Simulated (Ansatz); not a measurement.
# Ge2Sb2Te5: the cost of one run

Program: Ansatz 0.2.0. Level of theory: DFT PBE, scalar-relativistic, plane waves, PAW. These are calculated values, not measurements.

## Step 1: The structure to begin with

Symmetry: P-3m1, No. 164, trigonal system. The conventional cell has a = 4.294 Å, b = 4.294 Å, c = 17.101 Å, α = 90.00°, β = 90.00°, γ = 120.00°. Around Ge (site symmetry 3m) lie 6 Te at 3.00 to 3.04 Å. Around Sb (site symmetry 3m) lie 6 Te at 3.01 to 3.20 Å. Around Te (site symmetry -3m) lie 6 Ge at 3.04 Å. Te (site symmetry 3m) has 3 Ge at 3.00 Å and 3 Sb at 3.20 Å in its first shell of neighbours. Te (site symmetry 3m) has 3 Sb at 3.01 Å in its first shell of neighbours.

Structure file:

```xyz
36
Lattice="8.5881 0.0000 0.0000 -4.2941 7.4375 0.0000 0.0000 0.0000 17.1013" Properties=species:S:1:pos:R:3 pbc="T T T"
Ge    0.0000    2.4792   15.3417
Ge   -2.1470    6.1979   15.3417
Ge    4.2941    2.4792   15.3417
Ge    2.1470    6.1979   15.3417
Ge    2.1470    1.2396    1.7596
Ge    0.0000    4.9584    1.7596
Ge    6.4411    1.2396    1.7596
Ge    4.2941    4.9584    1.7596
Sb    0.0000    0.0000   11.6278
Sb   -2.1470    3.7188   11.6278
Sb    4.2941    0.0000   11.6278
Sb    2.1470    3.7188   11.6278
Sb    0.0000    0.0000    5.4736
Sb   -2.1470    3.7188    5.4736
Sb    4.2941    0.0000    5.4736
Sb    2.1470    3.7188    5.4736
Te    0.0000    0.0000    0.0000
Te   -2.1470    3.7188    0.0000
Te    4.2941    0.0000    0.0000
Te    2.1470    3.7188    0.0000
Te    2.1470    1.2396   13.6547
Te    0.0000    4.9584   13.6547
Te    6.4411    1.2396   13.6547
Te    4.2941    4.9584   13.6547
Te    0.0000    2.4792    3.4466
Te   -2.1470    6.1979    3.4466
Te    4.2941    2.4792    3.4466
Te    2.1470    6.1979    3.4466
Te    0.0000    2.4792    9.9206
Te   -2.1470    6.1979    9.9206
Te    4.2941    2.4792    9.9206
Te    2.1470    6.1979    9.9206
Te    2.1470    1.2396    7.1807
Te    0.0000    4.9584    7.1807
Te    6.4411    1.2396    7.1807
Te    4.2941    4.9584    7.1807
```

The runs take a perfect supercell of 36 atoms; the defect goes to fractional position (0.000, 0.000, 0.680).

## Step 2: The perfect supercell

File input.yaml:

```yaml
crystal:
  lattice:
    - [8.588129, 0.0, 0.0]
    - [-4.294064, 7.437538, 0.0]
    - [0.0, 0.0, 17.101346]
  atoms:
    - { symbol: Ge, position: [0.166667, 0.333333, 0.897105] }
    - { symbol: Ge, position: [0.166667, 0.833333, 0.897105] }
    - { symbol: Ge, position: [0.666667, 0.333333, 0.897105] }
    - { symbol: Ge, position: [0.666667, 0.833333, 0.897105] }
    - { symbol: Ge, position: [0.333333, 0.166667, 0.102895] }
    - { symbol: Ge, position: [0.333333, 0.666667, 0.102895] }
    - { symbol: Ge, position: [0.833333, 0.166667, 0.102895] }
    - { symbol: Ge, position: [0.833333, 0.666667, 0.102895] }
    - { symbol: Sb, position: [0.0, 0.0, 0.679932] }
    - { symbol: Sb, position: [0.0, 0.5, 0.679932] }
    - { symbol: Sb, position: [0.5, 0.0, 0.679932] }
    - { symbol: Sb, position: [0.5, 0.5, 0.679932] }
    - { symbol: Sb, position: [0.0, 0.0, 0.320068] }
    - { symbol: Sb, position: [0.0, 0.5, 0.320068] }
    - { symbol: Sb, position: [0.5, 0.0, 0.320068] }
    - { symbol: Sb, position: [0.5, 0.5, 0.320068] }
    - { symbol: Te, position: [0.0, 0.0, 0.0] }
    - { symbol: Te, position: [0.0, 0.5, 0.0] }
    - { symbol: Te, position: [0.5, 0.0, 0.0] }
    - { symbol: Te, position: [0.5, 0.5, 0.0] }
    - { symbol: Te, position: [0.333333, 0.166667, 0.798458] }
    - { symbol: Te, position: [0.333333, 0.666667, 0.798458] }
    - { symbol: Te, position: [0.833333, 0.166667, 0.798458] }
    - { symbol: Te, position: [0.833333, 0.666667, 0.798458] }
    - { symbol: Te, position: [0.166667, 0.333333, 0.201542] }
    - { symbol: Te, position: [0.166667, 0.833333, 0.201542] }
    - { symbol: Te, position: [0.666667, 0.333333, 0.201542] }
    - { symbol: Te, position: [0.666667, 0.833333, 0.201542] }
    - { symbol: Te, position: [0.166667, 0.333333, 0.580108] }
    - { symbol: Te, position: [0.166667, 0.833333, 0.580108] }
    - { symbol: Te, position: [0.666667, 0.333333, 0.580108] }
    - { symbol: Te, position: [0.666667, 0.833333, 0.580108] }
    - { symbol: Te, position: [0.333333, 0.166667, 0.419892] }
    - { symbol: Te, position: [0.333333, 0.666667, 0.419892] }
    - { symbol: Te, position: [0.833333, 0.166667, 0.419892] }
    - { symbol: Te, position: [0.833333, 0.666667, 0.419892] }
basis:
  ecutwfc: 420
  fft_grid_basis: typed
kpoints:
  mp_grid: { grid: [3, 3, 1] }
hamiltonian:
  xc: pbe
  pseudopotentials: { kind: paw }
scf:
  occupations: { method: gaussian, width: 0.05 }
output:
  forces: true
  stress: false
  eigenvalues: true
  bader: false
  write_density: true
  volumetric_format: npy
```

Command:

```console
$ ansatz run input.yaml --threads 8 --pin off --max-ram 16384MiB --backend cpu --events-out ev --progress --plain --runs-dir out
```

Q: Estimate wall time and peak memory on 8 threads of Arm Neoverse V1, shared host.

About 13 s, with a peak of 4.7 GiB.
